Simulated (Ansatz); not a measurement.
# ZnO (wurtzite type): the cost of one run

Computed with Ansatz 0.2.0 (DFT, PBE, PAW with Ansatz's default frozen-core files, scalar-relativistic, unless a step's input says otherwise).

**1. The starting structure**

The structure is hexagonal, space group P6_3mc (No. 186). The conventional cell has a = 3.055 Å, b = 3.055 Å, c = 4.980 Å, α = 90.00°, β = 90.00°, γ = 120.00°. Zn (site symmetry 3m) is surrounded by 4 O at 1.87 Å. O (site symmetry 3m) is surrounded by 4 Zn at 1.87 Å.

Structure file:

```
CELL_PARAMETERS angstrom
3.05507 0.00000 0.00000
-1.52753 2.64576 0.00000
0.00000 0.00000 4.97976
ATOMIC_POSITIONS crystal
Zn 0.33333 0.66667 0.00000
Zn 0.66667 0.33333 0.50000
O 0.33333 0.66667 0.37600
O 0.66667 0.33333 0.87600
```

Atoms are numbered in the order of the input: Zn1, Zn2, O3, O4.

**2. Bulk cell relaxed, PAW**

File input.yaml:

```yaml
crystal:
  lattice:
    - [3.0550650385, 0.0, 0.0]
    - [-1.5275325192, 2.6457639335, 0.0]
    - [0.0, 0.0, 4.9797560127]
  atoms:
    - { symbol: Zn, position: [0.3333333333, 0.6666666667, 0.0] }
    - { symbol: Zn, position: [0.6666666667, 0.3333333333, 0.5] }
    - { symbol: O, position: [0.3333333333, 0.6666666667, 0.376] }
    - { symbol: O, position: [0.6666666667, 0.3333333333, 0.876] }
kpoints:
  mp_grid: { grid: [12, 12, 7] }
scf:
  occupations: { method: fermi_dirac, width: 0.02 }
hamiltonian:
  xc: pbe
  pseudopotentials: { kind: paw }
output:
  forces: true
  stress: true
  write_density: true
  write_potential: true
  elf: true
  volumetric_format: npy
relax:
  f_tol: 0.005
  max_steps: 40
  cell: {}
```

Launch:

```console
ansatz run input.yaml --threads 3 --pin off --max-ram 8192MiB --backend cpu --events-out ev --progress --plain --runs-dir out
```

Q: Estimate wall time and peak memory on 3 threads of Arm Neoverse V1, shared host.

About 27 s, with a peak of 0.42 GiB.
